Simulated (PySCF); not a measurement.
# C2H10OSi2: the cost of one run

Computed with PySCF 2.14.0, with density-fitted response routines of our own, on a single molecule in the gas phase. Atoms are numbered from 0 throughout.

### 1 The molecule as given

15 atoms, charge 0, multiplicity 1; geometry from: GFN2-xTB. The atoms were then displaced at random by about 0.01 Å, so the start is not that level's minimum.

Bonds of the start (Å): C0–O1 1.37, O1–C2 1.41, C2–Si3 1.94, Si3–Si4 2.29, C0–H5 1.11, C0–H6 1.11, C0–H7 1.11, C2–H8 1.09, C2–H9 1.12, Si3–H10 1.47, Si3–H11 1.48, Si4–H12 1.44, Si4–H13 1.48, Si4–H14 1.45.

### 2 Geometry optimisation at PBE0-D3(BJ)/def2-SVP

Job settings and geometry (Å):

```
{"job": {"xc": "PBE0", "basis": "def2-SVP", "d3": "d3bj", "grid": 1, "shake": 0.01, "kind": "geom"}, "charge": 0, "multiplicity": 1}
C     -1.880740     1.414070    -0.150140
O     -0.937280     0.429220    -0.264250
C     -0.612210    -0.172060     0.964320
Si     0.781800    -1.438990     0.490630
Si     2.090400    -0.399320    -1.073840
H     -2.839810     1.050430     0.262800
H     -1.540750     2.258390     0.485430
H     -2.068100     1.820430    -1.165010
H     -1.483020    -0.615770     1.451080
H     -0.225630     0.587680     1.686120
H      1.378880    -1.865390     1.761350
H      0.050080    -2.633880     0.010620
H      3.214670    -1.229140    -1.418530
H      2.644590     0.867550    -0.553320
H      1.411780    -0.090620    -2.321860
```

Run with:

```sh
$ OMP_NUM_THREADS=1 python probes_run.py task.json out
```

This one command runs all jobs of the session in turn.

**Question.** How long does this first job take on 1 thread of Intel Xeon Platinum 8488C, shared host, and how much memory does it need?

About 40 s, with a peak of 0.51 GiB.
